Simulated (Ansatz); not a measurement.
**ClFHInSe: how energies converge with the basis set**

An exercise on one series of results from a longer session: the logs are not shown, and one member is left open.

The runs use Ansatz 0.2.0, Gaussian basis; one geometry, several basis sets.

Plan: PBE0-D4/def2-SVP; ωB97M-V/def2-SVP; PBE0-D4/def2-QZVPP; ωB97M-V/def2-QZVPP; the functionals' def2-TZVPP values are taken from earlier runs.

## The geometry

All runs share one geometry, relaxed beforehand with PBE0-D4 in a triple-zeta def2 set. In takes the def2 core potential; no spin-orbit term is included.

SMILES `[F][In]([Cl])[SeH]`, 5 atoms, charge 0, spin multiplicity 1.

Atoms are counted from 1 here; the program's logs count them from 0.

Bond lengths: F1–In2 1.938 Å, In2–Cl3 2.300 Å, In2–Se4 2.466 Å, Se4–H5 1.471 Å. Angles: F1–In2–Cl3 114.2°, F1–In2–Se4 118.7°, Cl3–In2–Se4 127.0°, In2–Se4–H5 89.7°.

The first run:

The input, in.yaml:

```yaml
crystal:
  periodic: [false, false, false]
  atoms:
    - {symbol: F, position_ang: [-0.925662, -0.786602, 1.633365]}
    - {symbol: In, position_ang: [0.361219, -0.417717, 0.231695]}
    - {symbol: Cl, position_ang: [2.285939, -1.669551, 0.364102]}
    - {symbol: Se, position_ang: [-0.189505, 1.283928, -1.466444]}
    - {symbol: H, position_ang: [-1.482094, 1.516242, -0.804119]}
basis:
  gaussian: {orbitals: def2-SVP}
hamiltonian: {xc: pbe0, dispersion: d4}
output: {orbitals: {seedname: orbitals}}
```

Steps of the session up to this table: PBE0-D4 in def2-SVP; ωB97M-V in def2-SVP; PBE0-D4 in def2-QZVPP; ωB97M-V in def2-QZVPP.

One table of the session follows, with a row left open; its other results are not shown here.

It belongs to the step «Density functionals: the series». 

| functional | basis | HOMO (eV) | LUMO (eV) |
| --- | --- | --- | --- |
| PBE0-D4 | def2-SVP | -7.90 | -2.41 |
| PBE0-D4 | def2-TZVPP | -8.02 | -2.57 |
| PBE0-D4 | def2-QZVPP | ? | ? |
| ωB97M-V | def2-SVP | -10.01 | -0.42 |
| ωB97M-V | def2-TZVPP | -10.16 | -0.66 |
| ωB97M-V | def2-QZVPP | -10.18 | -0.78 |

Q: Estimate the row for PBE0-D4, def2-QZVPP from the others.

As computed: HOMO (eV): -8.03; LUMO (eV): -2.61. In the column «HOMO (eV)» it lies between ωB97M-V, def2-SVP (-10.01) and PBE0-D4, def2-TZVPP (-8.02).
